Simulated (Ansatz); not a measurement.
# YSn3: the cost of one run

Computed with Ansatz 0.2.0 (DFT PBEsol, scalar-relativistic, unless a step's input says otherwise).

### 1 The system as given

Symmetry: Pm-3m, No. 221, cubic system. Conventional cell: a = 4.666 Å, b = 4.666 Å, c = 4.666 Å, α = 90.00°, β = 90.00°, γ = 90.00°. Around Y (site symmetry m-3m) lie 12 Sn at 3.30 Å. Sn (site symmetry 4/mmm) is surrounded by 4 Y at 3.30 Å and 8 Sn at 3.30 Å.

Structure file:

```
CELL_PARAMETERS angstrom
4.66600 0.00000 0.00000
0.00000 4.66600 0.00000
0.00000 0.00000 4.66600
ATOMIC_POSITIONS crystal
Y 0.00000 0.00000 0.00000
Sn 0.00000 0.50000 0.50000
Sn 0.50000 0.00000 0.50000
Sn 0.50000 0.50000 0.00000
```

Atoms are numbered in the order of the input: Y1, Sn2, Sn3, Sn4.

### 2 Volume × 0.96, LAPW

input.yaml reads:

```yaml
crystal:
  lattice:
    - [4.6029382155, 0.0, 0.0]
    - [0.0, 4.6029382155, 0.0]
    - [0.0, 0.0, 4.6029382155]
  atoms:
    - { symbol: "Y", position: [0.0, 0.0, 0.0] }
    - { symbol: Sn, position: [0.0, 0.5, 0.5] }
    - { symbol: Sn, position: [0.5, 0.0, 0.5] }
    - { symbol: Sn, position: [0.5, 0.5, 0.0] }
kpoints:
  mp_grid: { grid: [8, 8, 8] }
  band_path:
    path:
      - [0.0, 0.0, 0.0]
      - [0.0, 0.5, 0.0]
      - [0.5, 0.5, 0.0]
      - [0.0, 0.0, 0.0]
      - [0.5, 0.5, 0.5]
      - [0.0, 0.5, 0.0]
      - [0.5, 0.5, 0.5]
      - [0.5, 0.5, 0.0]
    npoints: 5
scf:
  occupations: { method: fermi_dirac, width: 0.05 }
hamiltonian:
  xc: pbesol
  pseudopotentials: { kind: all_electron, lapw: { basis_error: 0.001 } }
output:
  forces: true
  stress: true
  eigenvalues: true
```

On the command line:

```console
$ ansatz run input.yaml --threads 1 --pin off --max-ram 4096MiB --backend cpu --events-out ev --progress --plain --runs-dir out
```

Q: Estimate wall time and peak memory on 1 thread of Arm Neoverse V1, shared host.

About 54 s, with a peak of 0.49 GiB.
